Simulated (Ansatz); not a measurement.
**AlF₂HO + H₂: a complex and its separated parts**

Aim: how far the complex at one end of a reaction step lies below its separated, relaxed parts, level by level.

The runs use Ansatz 0.2.0, Gaussian basis; PBE0-D4/def2-TZVP structures, single points in def2-TZVPP, no counterpoise correction.

Levels: SPW92, PBE-D4, BLYP-D4, r2SCAN-D4, B97M-V, PBE0-D4, B3LYP-D4, r2SCAN0-D4, BHLYP-D4, CAM-B3LYP-D4, wB97X-V, wB97M-V, B2PLYP, PBE-QIDH, RPA on PBE, Hartree-Fock, MP2, CCSD, CCSD(T).

Cores are frozen in the correlated methods. B3LYP uses VWN-RPA correlation. B2PLYP carries no dispersion term here.

20 further runs of the same task are left out: 20 set aside as unsound or not needed.

## (1) Starting geometry

The complex: 7 atoms, charge 0, spin multiplicity 1.

Atoms are counted from 1 here; the program's logs count them from 0.

Bond lengths: Al1–F3 1.638 Å, Al1–F4 1.643 Å, Al1–O6 1.681 Å, H2–H5 0.757 Å, O6–H7 0.955 Å. Angles: F3–Al1–F4 118.2°, F3–Al1–O6 119.0°, F4–Al1–O6 122.0°, Al1–O6–H7 123.7°.

As a file:

```xyz
7
charge 0, multiplicity 1
Al   -0.5616    0.2322   -0.1732
H     0.4678   -1.7089   -0.0458
F    -1.0458   -0.2077   -1.6749
F    -1.4706   -0.2502    1.1073
H     1.0476   -1.2243   -0.0093
O     0.6692    1.3657   -0.0141
H     0.8935    1.7932    0.8101
```

Its parts: AlF₂HO holds atoms 1, 3, 4, 6, 7; H₂ holds atoms 2, 5. Each part counts its atoms afresh in its own runs.

## (2) Relaxing AlF₂HO alone

File relax-a/in.yaml:

```yaml
crystal:
  periodic: [false, false, false]
  atoms:
    - {symbol: Al, position_ang: [-0.561607, 0.232181, -0.173225]}
    - {symbol: F, position_ang: [-1.045759, -0.207719, -1.674950]}
    - {symbol: F, position_ang: [-1.470594, -0.250228, 1.107311]}
    - {symbol: O, position_ang: [0.669245, 1.365710, -0.014143]}
    - {symbol: H, position_ang: [0.893461, 1.793233, 0.810055]}
basis:
  gaussian: {orbitals: def2-TZVP}
hamiltonian: {xc: pbe0, dispersion: d4}
relax: {f_tol: 0.005, max_steps: 200}
```

The command line of these runs was not kept.

After this run come: Relaxing H₂ alone; wB97M-V/def2-TZVPP; CCSD(T)/def2-TZVPP; Vibrations of AlF₂HO; Vibrations of H₂.

Q: Predict the outcome of this session. Wanted: complex less parts, CCSD(T)/def2-TZVPP; with zero-point energy; largest T1 diagnostic.

**Answer**, as computed:

| quantity | value |
| --- | --- |
| complex less parts, CCSD(T)/def2-TZVPP | -0.133 eV |
| with zero-point energy | -0.034 eV |
| largest T1 diagnostic | 0.013 |

In words: At CCSD(T) the complex lies 0.133 eV below its parts. Among the functionals B3LYP-D4 lands nearest to CCSD(T) (+0.007 eV) and SPW92 farthest (-0.196 eV). By rung, the mean size of the error is: LDA 0.196, GGA 0.037, meta-GGA 0.027, hybrid 0.032, range-separated hybrid 0.028, double hybrid 0.026 eV. PBE-D4 gives a relative energy 0.037 eV too low, inside chemical accuracy (1 kcal/mol, 0.043 eV). No counterpoise was applied, and triple zeta lacks some correlation, so the CCSD(T) reference has a basis error of its own, and close matches with it are partly luck.
